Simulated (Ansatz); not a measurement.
# CH5BO2Te: up Jacob's ladder to CCSD(T)

Aim: compute CH5BO2Te with functionals from several rungs and with coupled cluster. The yardstick is the atomisation energy at the CCSD(T) limit.

Program: Ansatz 0.2.0, Gaussian basis. Level of theory: functionals in def2-TZVPP, the program's frozen cores in correlated methods. These are calculated values, not measurements.

The runs, in order: LDA (SPW92), PBE-D4, revPBE-D4, BLYP-D4, r2SCAN-D4, B97M-V, PBE0-D4, B3LYP-D4, r2SCANh-D4, r2SCAN0-D4, HSE06-D4, BHLYP-D4, CAM-B3LYP-D4, LC-ωPBE, ωB97X-V, ωB97M-V, B2PLYP, PBE-QIDH; CCSD(T)/def2-SVP; CCSD(T)/def2-TZVPP; MP2/def2-QZVPP; extrapolation to the limit; RPA on PBE.

### Step 1. The relaxed structure

The geometry comes from an earlier relaxation with PBE0-D4 in a triple-zeta def2 set; it is a stationary point, not always the lowest conformer. Te takes the def2 core potential; no spin-orbit term is included.

SMILES `C[Te]B(O)O`, 10 atoms, charge 0, spin multiplicity 1.

Atoms are counted from 1 here; the program's logs count them from 0.

Bond lengths: C1–Te2 2.142 Å, C1–H6 1.088 Å, C1–H7 1.086 Å, C1–H8 1.086 Å, Te2–B3 2.177 Å, B3–O4 1.364 Å, B3–O5 1.357 Å, O4–H9 0.958 Å, O5–H10 0.963 Å. Angles: Te2–C1–H6 107.1°, Te2–C1–H7 109.1°, Te2–C1–H8 109.1°, H6–C1–H7 110.5°, H6–C1–H8 110.5°, H7–C1–H8 110.6°, C1–Te2–B3 95.1°, Te2–B3–O4 123.1°, Te2–B3–O5 117.9°, O4–B3–O5 119.1°, B3–O4–H9 115.2°, B3–O5–H10 111.8°.

### Step 2. LDA

This LDA is Slater exchange with PW92 correlation.

Input file in.yaml:

```yaml
crystal:
  periodic: [false, false, false]
  atoms:
    - {symbol: C, position_ang: [-0.823048, -1.655358, -0.675808]}
    - {symbol: Te, position_ang: [-1.557284, 0.237447, 0.007090]}
    - {symbol: B, position_ang: [0.409397, 1.067891, 0.432370]}
    - {symbol: O, position_ang: [0.595344, 2.326875, 0.922445]}
    - {symbol: O, position_ang: [1.492711, 0.286651, 0.195194]}
    - {symbol: H, position_ang: [-1.689517, -2.253327, -0.951430]}
    - {symbol: H, position_ang: [-0.272039, -2.133607, 0.129116]}
    - {symbol: H, position_ang: [-0.181087, -1.497094, -1.537818]}
    - {symbol: H, position_ang: [-0.206660, 2.830527, 1.068645]}
    - {symbol: H, position_ang: [2.315083, 0.738895, 0.413097]}
basis:
  gaussian: {orbitals: def2-TZVPP}
hamiltonian: {xc: lda}
output: {orbitals: {seedname: orbitals}}
```

The runs that follow: PBE-D4 (GGA); revPBE-D4 (GGA); BLYP-D4 (GGA); r2SCAN-D4 (meta-GGA); B97M-V (meta-GGA); PBE0-D4 (hybrid); B3LYP-D4 (hybrid); r2SCANh-D4 (hybrid); r2SCAN0-D4 (hybrid); HSE06-D4 (hybrid); BHLYP-D4 (hybrid); CAM-B3LYP-D4 (range-separated); LC-ωPBE-D4 (range-separated); ωB97X-V (range-separated); ωB97M-V (range-separated); B2PLYP (double hybrid); PBE-QIDH (double hybrid); CCSD(T) in def2-SVP; CCSD(T) in def2-TZVPP; MP2 in def2-QZVPP; RPA on PBE orbitals.

**Question.** What will the summary of the whole plan be? Wanted: atomisation energy, CCSD(T)/CBS; farthest beyond LDA; mean size of error, GGA; mean size of error, meta-GGA; mean size of error, hybrid; mean size of error, range-separated; mean size of error, double hybrid; gap, smallest and largest; T1 diagnostic.

**Answer**, as computed:

```
                               quantity                                                                                                           value
        atomisation energy, CCSD(T)/CBS                                                                                                   3867.6 kJ/mol
 functionals within 38.7 kJ/mol (1.0 %)  revPBE-D4, BLYP-D4, r2SCAN-D4, B97M-V, PBE0-D4, B3LYP-D4, r2SCANh-D4, HSE06-D4, CAM-B3LYP-D4, ωB97X-V, ωB97M-V
                    farthest beyond LDA                                                                                        BHLYP-D4 (-159.3 kJ/mol)
                mean size of error, GGA                                                                                                     41.6 kJ/mol
           mean size of error, meta-GGA                                                                                                      9.3 kJ/mol
             mean size of error, hybrid                                                                                                     53.7 kJ/mol
    mean size of error, range-separated                                                                                                     22.3 kJ/mol
      mean size of error, double hybrid                                                                                                     51.2 kJ/mol
              gap, smallest and largest                                                                           3.64 eV (BLYP-D4), 10.14 eV (LC-ωPBE)
                          T1 diagnostic                                                                                                          0.0117
triples share of the correlation energy                                                                                                           3.3 %
```

**Reading.** The LDA atomisation energy is off by 591.5 kJ/mol (15 %): it overbinds. PBE-D4 misses by +75.7 kJ/mol. Double hybrids carry the basis error of their MP2 part in triple zeta, and no dispersion term here, so their miss is partly the set-up's. The rungs meta-GGA, range-separated miss on average by less than the doubt on the reference (38.7 kJ/mol), so they tie. The reference freezes the cores and leaves out spin-orbit coupling and excitations past (T), and its outer-core shells are covered unevenly, so misses under about 38.7 kJ/mol can't be ranked. All levels share the lack of spin-orbit coupling, which lowers the free heavy atoms and so the true binding. Hartree-Fock recovers 71 % of the binding; the rest is correlation. CCSD(T) in def2-SVP is off by -241.6 kJ/mol, which most functionals beat. Orbital gaps span 3.6 to 10.1 eV; exact exchange widens them. Correlated methods include outer-core shells of Te, which these sets cover unevenly.
